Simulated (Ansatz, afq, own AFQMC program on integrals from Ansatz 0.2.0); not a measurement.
**GeH₄Cl (doublet): quantum Monte Carlo beside coupled cluster at distance Cl1–H2 along a hydrogen transfer = 1.279 Å, cc-pVTZ**

Aim: compute GeH₄Cl (doublet) with auxiliary-field quantum Monte Carlo on the same integrals as coupled cluster, and set the energies side by side.

The runs use Ansatz 0.2.0, Gaussian basis, and an in-house AFQMC program (afq) on its integrals; all values are calculated; cc-pVTZ, frozen cores.

Plan: PBE (unrestricted); CCSD(T) on UHF; CCSD(T) on UHF; r2SCAN (unrestricted); PBE0 (unrestricted); B3LYP (unrestricted); CCSD(T) on UHF; wB97M-V (unrestricted); B2PLYP (unrestricted); Phaseless AFQMC, CISD trial on UHF.

### Step 1. The system

The geometry derives from fragments relaxed apart (PBE0/def2-TZVP) and kept rigid, so it is no stationary point. A hydrogen atom is moved between rigid fragments. No spin-orbit coupling is included. The filled d shell of Ge may be among the frozen orbitals whatever the setting's name suggests; the logs give the count.

6 atoms, charge 0, spin multiplicity 2.

Atoms are counted from 1 here; the program's logs count them from 0.

Bond lengths: Cl1–H2 1.279 Å, H2–Ge3 1.939 Å, Ge3–H4 1.539 Å, Ge3–H5 1.539 Å, Ge3–H6 1.539 Å. Angles: Cl1–H2–Ge3 180.0°, H2–Ge3–H4 107.7°, H2–Ge3–H5 107.7°, H2–Ge3–H6 107.7°, H4–Ge3–H5 111.2°, H4–Ge3–H6 111.2°, H5–Ge3–H6 111.2°.

### Step 2. PBE (unrestricted)

Input file in.yaml:

```yaml
crystal:
  periodic: [false, false, false]
  atoms:
    - {symbol: Cl, position_ang: [-2.195700, 0.000000, -0.000001]}
    - {symbol: H, position_ang: [-0.916900, 0.000000, 0.000000]}
    - {symbol: Ge, position_ang: [1.022300, 0.000000, 0.000000]}
    - {symbol: H, position_ang: [1.490968, -1.465915, 0.000001]}
    - {symbol: H, position_ang: [1.490969, 0.732957, -1.269519]}
    - {symbol: H, position_ang: [1.490968, 0.732957, 1.269520]}
basis:
  gaussian: {orbitals: cc-pVTZ}
magnetization: {spin_polarized: true, initial_magnetization: 1}
hamiltonian: {xc: {name: PBE}}
output: {orbitals: {seedname: orbitals}}
```

Started as:

```bash
> ansatz run in.yaml --threads 1 --pin off --events-out ev --progress --plain --max-ram 8192MiB --backend cpu
```

What it wrote:

```text
Functional definition: PBE
  name "PBE"
  cite "Perdew, Burke & Ernzerhof, Phys. Rev. Lett. 77, 3865 (1996) doi:10.1103/PhysRevLett.77.3865"
  parent pbe
  parameter kappa = 0.804
  parameter beta = 0.06672455060314922
  exchange = pbe_x(kappa = kappa, mu = beta*pi^2/3)
  correlation = pbe_c(beta = beta)
870 factors; their error is unknown
mean field evaluation 1: about -69091.1095 eV, gradient 1.7e1 eV
mean field evaluation 2: about -69091.4856 eV, gradient 1.6e1 eV
mean field evaluation 4: about -69092.1796 eV, gradient 6.3e-1 eV
mean field evaluation 8: about -69092.1689 eV, gradient 8.1e-2 eV
mean field evaluation 16: about -69092.1690 eV, gradient 2.4e-5 eV
mean field -69092.16895523 eV, -2539.0903767504 hartree, gradient 2.4e-5 eV, S^2 0.751859; 0 other end points of the search recorded, 0 dependent functions left out
reference -69092.16899455 eV, -2539.0903781954 hartree; 27, 26 occupied and 106, 107 virtual orbitals, 870 factors
Total energy: -69092.16899455 eV, -2539.0903781954 hartree
```

It took 3 s on 1 thread of AMD EPYC 7R13 (Zen 3), shared host; peak memory 0.74 GiB.

From the report: ⟨S²⟩ of the determinant 0.752 (pure doublet: 0.75).

### Step 3. CCSD(T) on UHF

in.yaml, as its differences from that of step 2:

```diff
@@ -12,3 +12,2 @@
 magnetization: {spin_polarized: true, initial_magnetization: 1}
-hamiltonian: {xc: {name: PBE}}
-output: {orbitals: {seedname: orbitals}}
+correlation: {method: ccsd_t, electrons: outside_noble_gas, hamiltonian_folder: ham}
```

Started as:

```bash
> ansatz run in.yaml --threads 1 --pin off --events-out ev --progress --plain --max-ram 24576MiB --backend cuda --devices 0, --max-vram 18GiB
```

What it wrote (excerpt; [...] marks lines left out):

```text
Functional definition: HF
  name "HF"
  cite "Fock, Z. Phys. 61, 126 (1930) doi:10.1007/BF01340294"
  parent pbe
[...]
780 factors; integrals over basis functions are off by at most 1.3e-3 eV
[...]
mean field -69040.56438001 eV, -2537.1939435899 hartree, gradient 2.0e-6 eV, S^2 0.760668; 0 other end points of the search recorded, 0 dependent functions left out
19 core orbitals not correlated: weight in the atoms' cores, before any rotation towards them, 1.000 or more for the frozen orbitals, at most 0.000 for the correlated occupied ones
reference -69040.56438001 eV, -2537.1939435899 hartree; 8, 7 occupied and 106, 107 virtual orbitals, 780 factors
second order -8.87059182 eV of doubles, -0.00000000 eV of singles
cycle   1  -9.71674839 eV  change   -8.5e-1 eV  update   6.6e-2
[...]
cycle   9  -10.04353537 eV  change    6.0e-6 eV  update   1.4e-5
perturbative correction -0.33525110 eV, -0.0123202507 hartree
Total energy: -69050.94316648 eV, -2537.5753569578 hartree
```

Run time: 4.2 s. Hardware: 1 × NVIDIA H100 80GB HBM3 with 1 thread of AMD EPYC 7R13 (Zen 3), shared host; peak host memory 0.79 GiB.

From the report: ⟨S²⟩ of the determinant 0.761 (pure doublet: 0.75); correlation -10.3788 eV; T1 0.011; largest double amplitude 0.03.

This run also writes the integrals to the folder ham.

### Step 4. CCSD(T) on UHF

in.yaml, as its differences from that of step 3:

```diff
@@ -10,4 +10,4 @@
 basis:
-  gaussian: {orbitals: cc-pVTZ}
+  gaussian: {orbitals: def2-TZVPP}
 magnetization: {spin_polarized: true, initial_magnetization: 1}
-correlation: {method: ccsd_t, electrons: outside_noble_gas, hamiltonian_folder: ham}
+correlation: {method: ccsd_t, electrons: outside_noble_gas}
```

The command is unchanged.

What it wrote (excerpt; [...] marks lines left out):

```text
Functional definition: HF
  name "HF"
  cite "Fock, Z. Phys. 61, 126 (1930) doi:10.1007/BF01340294"
  parent pbe
[...]
867 factors; integrals over basis functions are off by at most 1.3e-3 eV
[...]
mean field -69039.28876198 eV, -2537.1470654923 hartree, gradient 2.9e-6 eV, S^2 0.760835; 0 other end points of the search recorded, 0 dependent functions left out
19 core orbitals not correlated: weight in the atoms' cores, before any rotation towards them, 1.000 or more for the frozen orbitals, at most 0.000 for the correlated occupied ones
reference -69039.28876198 eV, -2537.1470654923 hartree; 8, 7 occupied and 119, 120 virtual orbitals, 867 factors
second order -8.91656223 eV of doubles, -0.00000000 eV of singles
cycle   1  -9.76641609 eV  change   -8.5e-1 eV  update   6.7e-2
[...]
cycle   9  -10.09997864 eV  change    6.0e-6 eV  update   1.4e-5
perturbative correction -0.34444065 eV, -0.0126579605 hartree
Total energy: -69049.73318128 eV, -2537.5308908218 hartree
```

It took 3.6 s on 1 × NVIDIA H100 80GB HBM3 with 1 thread of AMD EPYC 7R13 (Zen 3), shared host; peak host memory 0.8 GiB.

From the report: ⟨S²⟩ of the determinant 0.761 (pure doublet: 0.75); correlation -10.4444 eV; T1 0.011; largest double amplitude 0.03.

### Step 5. r2SCAN (unrestricted)

in.yaml, as its differences from that of step 4:

```diff
@@ -10,4 +10,4 @@
 basis:
-  gaussian: {orbitals: def2-TZVPP}
+  gaussian: {orbitals: cc-pVTZ}
 magnetization: {spin_polarized: true, initial_magnetization: 1}
-correlation: {method: ccsd_t, electrons: outside_noble_gas}
+hamiltonian: {xc: {name: r2SCAN}}
```

Started as:

```bash
> ansatz run in.yaml --threads 1 --pin off --events-out ev --progress --plain --max-ram 8192MiB --backend cpu
```

What it wrote:

```text
Functional definition: r2SCAN
  name "r2SCAN"
  cite "Furness, Kaplan, Ning, Perdew & Sun, J. Phys. Chem. Lett. 11, 8208 (2020) doi:10.1021/acs.jpclett.0c02405"
  cite "Furness, Kaplan, Ning, Perdew & Sun, J. Phys. Chem. Lett. 11, 9248 (2020) doi:10.1021/acs.jpclett.0c03077"
  parent r2scan
  parameter k0 = 0.174
  parameter k1 = 0.065
  parameter a1 = 4.9479
  exchange = r2scan_x(k0 = k0, k1 = k1, a1 = a1)
  correlation = r2scan_c
870 factors; their error is unknown
mean field evaluation 1: about -69104.3568 eV, gradient 1.3e1 eV
mean field evaluation 2: about -69104.7117 eV, gradient 1.1e1 eV
mean field evaluation 4: about -69105.0423 eV, gradient 5.3e-1 eV
mean field evaluation 8: about -69105.0332 eV, gradient 9.1e-2 eV
mean field evaluation 16: about -69105.0332 eV, gradient 5.0e-5 eV
mean field -69105.03324831 eV, -2539.5631308014 hartree, gradient 5.0e-5 eV, S^2 0.754240; 0 other end points of the search recorded, 0 dependent functions left out
reference -69105.03326204 eV, -2539.5631313062 hartree; 27, 26 occupied and 106, 107 virtual orbitals, 870 factors
Total energy: -69105.03326204 eV, -2539.5631313062 hartree
```

Wall time 7 s (1 thread of AMD EPYC 7R13 (Zen 3), shared host); peak memory 0.74 GiB.

From the report: ⟨S²⟩ of the determinant 0.754 (pure doublet: 0.75).

### Step 6. PBE0 (unrestricted)

in.yaml, as its differences from that of step 5:

```diff
@@ -12,2 +12,3 @@
 magnetization: {spin_polarized: true, initial_magnetization: 1}
-hamiltonian: {xc: {name: r2SCAN}}
+hamiltonian: {xc: {name: PBE0}}
+output: {orbitals: {seedname: orbitals}}
```

Launched as before.

What it wrote:

```text
Functional definition: PBE0
  name "PBE0"
  cite "Adamo & Barone, J. Chem. Phys. 110, 6158 (1999) doi:10.1063/1.478522"
  cite "Perdew, Burke & Ernzerhof, Phys. Rev. Lett. 77, 3865 (1996) doi:10.1103/PhysRevLett.77.3865"
  parent pbe
  parameter a = 0.25
  parameter kappa = 0.804
  parameter beta = 0.06672455060314922
  exchange = (1 - a)*pbe_x(kappa = kappa, mu = beta*pi^2/3) + a*exact_x
  correlation = pbe_c(beta = beta)
953 factors; their error is unknown
mean field evaluation 1: about -69094.0490 eV, gradient 1.1e1 eV
mean field evaluation 2: about -69094.2806 eV, gradient 8.9e0 eV
mean field evaluation 4: about -69094.4992 eV, gradient 4.0e-1 eV
mean field evaluation 8: about -69094.7813 eV, gradient 3.1e-1 eV
mean field evaluation 16: about -69094.7814 eV, gradient 8.7e-5 eV
mean field -69094.78138663 eV, -2539.1863818336 hartree, gradient 8.7e-5 eV, S^2 0.753023; 0 other end points of the search recorded, 0 dependent functions left out
reference -69094.78141635 eV, -2539.1863829259 hartree; 27, 26 occupied and 106, 107 virtual orbitals, 953 factors
Total energy: -69094.78141635 eV, -2539.1863829259 hartree
```

Run time: 4.4 s. Hardware: 1 thread of AMD EPYC 7R13 (Zen 3), shared host; peak memory 0.74 GiB.

From the report: ⟨S²⟩ of the determinant 0.753 (pure doublet: 0.75).

### Step 7. B3LYP (unrestricted)

in.yaml, as its differences from that of step 6:

```diff
@@ -12,3 +12,2 @@
 magnetization: {spin_polarized: true, initial_magnetization: 1}
-hamiltonian: {xc: {name: PBE0}}
-output: {orbitals: {seedname: orbitals}}
+hamiltonian: {xc: {name: B3LYP}}
```

Launched as before.

What it wrote (excerpt; [...] marks lines left out):

```text
Functional definition: B3LYP
  name "B3LYP"
  cite "Stephens, Devlin, Chabalowski & Frisch, J. Phys. Chem. 98, 11623 (1994) doi:10.1021/j100096a001"
  cite "Becke, Phys. Rev. A 38, 3098 (1988) doi:10.1103/PhysRevA.38.3098"
  cite "Lee, Yang & Parr, Phys. Rev. B 37, 785 (1988) doi:10.1103/PhysRevB.37.785"
  cite "Vosko, Wilk & Nusair, Can. J. Phys. 58, 1200 (1980) doi:10.1139/p80-159"
[...]
942 factors; their error is unknown
[...]
mean field -69108.06036750 eV, -2539.6743753798 hartree, gradient 5.7e-5 eV, S^2 0.752028; 0 other end points of the search recorded, 0 dependent functions left out
reference -69108.06061578 eV, -2539.6743845039 hartree; 27, 26 occupied and 106, 107 virtual orbitals, 942 factors
Total energy: -69108.06061578 eV, -2539.6743845039 hartree
```

Wall time 4.4 s (1 thread of AMD EPYC 7R13 (Zen 3), shared host); peak memory 0.74 GiB.

From the report: ⟨S²⟩ of the determinant 0.752 (pure doublet: 0.75).

### Step 8. CCSD(T) on UHF

in.yaml, as its differences from that of step 7:

```diff
@@ -10,4 +10,4 @@
 basis:
-  gaussian: {orbitals: cc-pVTZ}
+  gaussian: {orbitals: "def2-QZVPP.json"}
 magnetization: {spin_polarized: true, initial_magnetization: 1}
-hamiltonian: {xc: {name: B3LYP}}
+correlation: {method: ccsd_t, electrons: outside_noble_gas}
```

Started as:

```bash
> ansatz run in.yaml --threads 1 --pin off --events-out ev --progress --plain --max-ram 24576MiB --backend cuda --devices 0, --max-vram 18GiB
```

What it wrote (excerpt; [...] marks lines left out):

```text
Functional definition: HF
  name "HF"
  cite "Fock, Z. Phys. 61, 126 (1930) doi:10.1007/BF01340294"
  parent pbe
[...]
1717 factors; integrals over basis functions are off by at most 1.0e-3 eV
[...]
mean field -69040.80278514 eV, -2537.2027048169 hartree, gradient 3.7e-6 eV, S^2 0.761164; 0 other end points of the search recorded, 0 dependent functions left out
19 core orbitals not correlated: weight in the atoms' cores, before any rotation towards them, 1.000 or more for the frozen orbitals, at most 0.000 for the correlated occupied ones
reference -69040.80278514 eV, -2537.2027048169 hartree; 8, 7 occupied and 252, 253 virtual orbitals, 1717 factors
second order -9.67228402 eV of doubles, -0.00000000 eV of singles
cycle   1  -10.42881583 eV  change   -7.6e-1 eV  update   6.7e-2
[...]
cycle   9  -10.76743809 eV  change    1.9e-6 eV  update   1.6e-5
perturbative correction -0.40745545 eV, -0.0149737116 hartree
Total energy: -69051.97767868 eV, -2537.6133745798 hartree
```

Run time: 13 s. Hardware: 1 × NVIDIA H100 80GB HBM3 with 1 thread of AMD EPYC 7R13 (Zen 3), shared host; peak host memory 0.85 GiB.

From the report: ⟨S²⟩ of the determinant 0.761 (pure doublet: 0.75); correlation -11.1749 eV; T1 0.011; largest double amplitude 0.03.

### Step 9. wB97M-V (unrestricted)

in.yaml, as its differences from that of step 8:

```diff
@@ -10,4 +10,5 @@
 basis:
-  gaussian: {orbitals: "def2-QZVPP.json"}
+  gaussian: {orbitals: cc-pVTZ}
 magnetization: {spin_polarized: true, initial_magnetization: 1}
-correlation: {method: ccsd_t, electrons: outside_noble_gas}
+hamiltonian: {xc: {name: wB97M-V}}
+output: {orbitals: {seedname: orbitals}}
```

Started as:

```bash
> ansatz run in.yaml --threads 1 --pin off --events-out ev --progress --plain --max-ram 8192MiB --backend cpu
```

What it wrote (excerpt; [...] marks lines left out):

```text
Functional definition: wB97M-V
  name "wB97M-V"
  cite "Mardirossian & Head-Gordon, J. Chem. Phys. 144, 214110 (2016) doi:10.1063/1.4952647"
  cite "Becke, J. Chem. Phys. 107, 8554 (1997) doi:10.1063/1.475007"
  cite "Vydrov & Van Voorhis, J. Chem. Phys. 133, 244103 (2010) doi:10.1063/1.3521275"
  # Of w^i u^j: cxij and so on, Table III.
[...]
  gx(w, u) = 1 - cx + cx01*u + cx10*w
  gss(w, u) = css00 + css04*u^4 + css10*w + css20*w^2 + css43*w^4*u^3
  gos(w, u) = cos00 + cos10*w + (cos20 + cos21*u)*w^2 + (cos60 + cos61*u)*w^6
[...]
      + integral(e_c_pw_mod_opposite_spin*gos(b97_w_opposite, b97_u_opposite)) + vv10(b, c)
923 factors; their error is unknown
194 factors; integrals over basis functions are off by at most 5.8e-5 eV
[...]
mean field -69101.80821698 eV, -2539.4446130862 hartree, gradient 4.0e-5 eV, S^2 0.752145; 0 other end points of the search recorded, 0 dependent functions left out
reference -69101.80826214 eV, -2539.4446147457 hartree; 27, 26 occupied and 106, 107 virtual orbitals, 923 factors
Total energy: -69101.80826214 eV, -2539.4446147457 hartree
```

Run time: 14 s. Hardware: 1 thread of AMD EPYC 7R13 (Zen 3), shared host; peak memory 0.74 GiB.

From the report: ⟨S²⟩ of the determinant 0.752 (pure doublet: 0.75).

### Step 10. B2PLYP (unrestricted)

in.yaml, as its differences from that of step 9:

```diff
@@ -12,3 +12,3 @@
 magnetization: {spin_polarized: true, initial_magnetization: 1}
-hamiltonian: {xc: {name: wB97M-V}}
-output: {orbitals: {seedname: orbitals}}
+hamiltonian: {xc: {name: B2PLYP}}
+correlation: {electrons: outside_noble_gas}
```

The command is unchanged.

What it wrote (excerpt; [...] marks lines left out):

```text
Functional definition: B2PLYP
  name "B2PLYP"
  cite "Grimme, J. Chem. Phys. 124, 034108 (2006) doi:10.1063/1.2148954"
  cite "Becke, Phys. Rev. A 38, 3098 (1988) doi:10.1103/PhysRevA.38.3098"
  cite "Lee, Yang & Parr, Phys. Rev. B 37, 785 (1988) doi:10.1103/PhysRevB.37.785"
[...]
780 factors; integrals over basis functions are off by at most 1.3e-3 eV
[...]
mean field -69088.22201412 eV, -2538.9453293402 hartree, gradient 8.3e-6 eV, S^2 0.754743; 0 other end points of the search recorded, 0 dependent functions left out
19 core orbitals not correlated: weight in the atoms' cores, before any rotation towards them, 0.999 or more for the frozen orbitals, at most 0.000 for the correlated occupied ones
reference -69088.22217185 eV, -2538.9453351366 hartree; 8, 7 occupied and 106, 107 virtual orbitals, 780 factors
second order -10.82472637 eV of doubles, -0.00000000 eV of singles
Total energy: -69091.14484797 eV, -2539.0527415030 hartree
```

Run time: 6 s. Hardware: 1 thread of AMD EPYC 7R13 (Zen 3), shared host; peak memory 1.7 GiB.

From the report: ⟨S²⟩ of the determinant 0.755 (pure doublet: 0.75).

### Step 11. Phaseless AFQMC, CISD trial on UHF

It reads the integrals that the CCSD(T) run on this determinant wrote.

Started as:

```bash
> afq ham --method phaseless --trial cisd --walkers 600 --populations 10 --least-time 60 --time-step 0.005 --steps-per-block 50 --equilibration-blocks 28 --max-blocks 4000 --target-error 0.00023 --factor-cut 1e-05 --start spin_pure --seed 5231 --release-times 0.24,0.51,0.99,1.5 --release-step 0.03 --release-every 4 --taylor-order 6
```

What it wrote:

```text
orbitals 114  electrons 8 7  factors 730 of 780
reference energy -2537.19394359 Eh
CCSD correlation -0.36909318 Eh in 11 cycles, weight of the determinant in the CISD state 0.8523
energy of the start -2537.562504 Eh
 block  time / (1/Eh)  mean weight  energy / Eh
     1     0.250  1.0001  -2537.555511
     2     0.500  1.0003  -2537.560015
     3     0.750  1.0002  -2537.564856
     4     1.000  1.0007  -2537.569306
     5     1.250  0.9995  -2537.570836
     6     1.500  0.9999  -2537.573247
     7     1.750  0.9997  -2537.576413
     8     2.000  0.9994  -2537.574442
     9     2.250  0.9995  -2537.575835
    10     2.500  1.0008  -2537.577232
    11     2.750  1.0007  -2537.577536
    13     3.250  1.0002  -2537.576326
    15     3.750  1.0005  -2537.575200
    17     4.250  0.9997  -2537.576278
    19     4.750  0.9999  -2537.576545
    21     5.250  0.9995  -2537.577602
    23     5.750  1.0003  -2537.578717
    25     6.250  1.0001  -2537.576561
    27     6.750  1.0000  -2537.578170
    29     7.250  0.9999  -2537.576953
    31     7.750  0.9997  -2537.578826
    33     8.250  1.0003  -2537.576909
    35     8.750  1.0003  -2537.578457
    37     9.250  1.0006  -2537.576396
    39     9.750  1.0001  -2537.574320
    41    10.250  1.0005  -2537.574886
    43    10.750  0.9997  -2537.575587
    45    11.250  1.0012  -2537.578826
    47    11.750  1.0007  -2537.576771
    49    12.250  0.9999  -2537.575449
    51    12.750  1.0008  -2537.577069
    53    13.250  0.9985  -2537.576716
    55    13.750  0.9995  -2537.575541
    57    14.250  1.0005  -2537.576174
    59    14.750  1.0008  -2537.575776
    61    15.250  1.0004  -2537.575427
    63    15.750  0.9998  -2537.575511
    65    16.250  0.9998  -2537.577173
    67    16.750  0.9996  -2537.574713
    69    17.250  0.9997  -2537.573736
    71    17.750  1.0005  -2537.575041
    73    18.250  1.0013  -2537.576568
    75    18.750  0.9991  -2537.576903
    77    19.250  0.9997  -2537.577621
    79    19.750  0.9997  -2537.576461
    81    20.250  1.0002  -2537.577338
    83    20.750  0.9991  -2537.580026
    85    21.250  0.9997  -2537.579246
    87    21.750  0.9995  -2537.575648
    89    22.250  1.0001  -2537.575328
    91    22.750  0.9995  -2537.576075
    93    23.250  0.9993  -2537.576231
    95    23.750  1.0004  -2537.578233
    97    24.250  1.0006  -2537.574763
    99    24.750  1.0000  -2537.577724
   101    25.250  1.0002  -2537.577335
   103    25.750  0.9998  -2537.576933
   105    26.250  0.9995  -2537.577431
   107    26.750  1.0004  -2537.574300
   109    27.250  0.9999  -2537.572335
   111    27.750  1.0000  -2537.576844
   113    28.250  1.0002  -2537.579597
   115    28.750  0.9998  -2537.577093
   117    29.250  0.9994  -2537.576037
error from the spread of 10 populations
released: time / (1/Eh)  energy / Eh  error  mean overlap
  0.24  -2537.577260  0.000336  0.9971
  0.51  -2537.577277  0.000297  0.9946
  0.99  -2537.577706  0.000263  0.9794
  1.50  -2537.577776  0.000331  0.9587
energy -2537.576678 +/- 0.000224 Eh
```

Run time: 95 s. Hardware: 1 × NVIDIA H100 80GB HBM3 with 2 threads of AMD EPYC 7R13 (Zen 3), shared host; peak host memory 1.7 GiB.

Energy -69050.9791 ± 0.0061 eV. Caveats: constraint bias not in the error.

### Step 12. All levels side by side

On the UHF determinant, counted from CCSD(T) (a yardstick, not exact):

```
                                               level  energy (eV)  from CCSD(T) (kcal/mol)  statistical error (kcal/mol)  time
                                                  HF  -69040.5644                  +239.34                                    
                                                 MP2  -69049.4350                   +34.78                                    
                                                CCSD  -69050.6079                    +7.73                                    
                                             CCSD(T)  -69050.9432                     0.00                                    
Phaseless AFQMC, CISD trial, step 0.005, 600 walkers  -69050.9791                    -0.83                          0.14  95 s
```

The functionals' totals stand on their own zeros and serve differences with other points: PBE -69092.169 eV; r2SCAN -69105.033 eV; PBE0 -69094.781 eV; B3LYP -69108.061 eV; wB97M-V -69101.808 eV; B2PLYP -69091.145 eV.

### Step 13. What came out

| quantity | value |
| --- | --- |
| Phaseless AFQMC, CISD trial on UHF from CCSD(T) | -0.83 ± 0.14 kcal/mol |

What this shows: On UHF the phaseless walk with the CISD trial lies -0.83 kcal/mol from CCSD(T), 6 times its error bar. Error bars are statistical and leave out the constraint, the time step and what remains of the start.
